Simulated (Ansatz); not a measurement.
# CH3Zr: the cost of one run

Computed with Ansatz 0.2.0, Gaussian basis. Level: the settings change from run to run.

14 further runs of the same task are left out: 5 that didn't finish, 9 set aside as unsound or not needed.

### Step 1. What is computed

The geometry is a PBE0/def2-TZVP stationary point (not a proven minimum) with its atoms shifted at random (size 0.100 Å). No spin-orbit coupling is included. Elements past krypton take def2 core potentials.

5 atoms, charge 0, spin multiplicity 2.

Atoms are counted from 1 here; the program's logs count them from 0.

Bond lengths: Zr1–C2 2.153 Å, C2–H3 1.136 Å, C2–H4 1.195 Å, C2–H5 1.047 Å. Angles: Zr1–C2–H3 105.9°, Zr1–C2–H4 105.2°, Zr1–C2–H5 122.4°, H3–C2–H4 99.9°, H3–C2–H5 105.8°, H4–C2–H5 115.0°.

### Step 2. CISD/def2-SVP

Contents of in.yaml:

```yaml
crystal:
  periodic: [false, false, false]
  atoms:
    - {symbol: Zr, position_ang: [0.020549, 0.001181, 0.315299]}
    - {symbol: C, position_ang: [-0.144326, 0.012525, -1.831836]}
    - {symbol: H, position_ang: [-0.067821, -1.074270, -2.154849]}
    - {symbol: H, position_ang: [0.909084, 0.418531, -2.225085]}
    - {symbol: H, position_ang: [-0.981226, 0.399594, -2.327968]}
basis:
  gaussian: {orbitals: def2-SVP}
magnetization: {spin_polarized: false, initial_magnetization: 1}
correlation: {active_space: {ras: {orbitals: [5, 1, 49], electrons: 11, max_holes: 2, max_particles: 2}, fixed_orbitals: true}}
scf: {lower_state_search: light}
output: {forces: true}
```

Command:

```console
$ ansatz run in.yaml --threads 1 --pin off --events-out ev --progress --plain --max-ram 2393MiB
```

Q: Estimate wall time and peak memory on 1 thread of Arm Neoverse V2, shared host.

About 22 s, with a peak of 0.52 GiB.
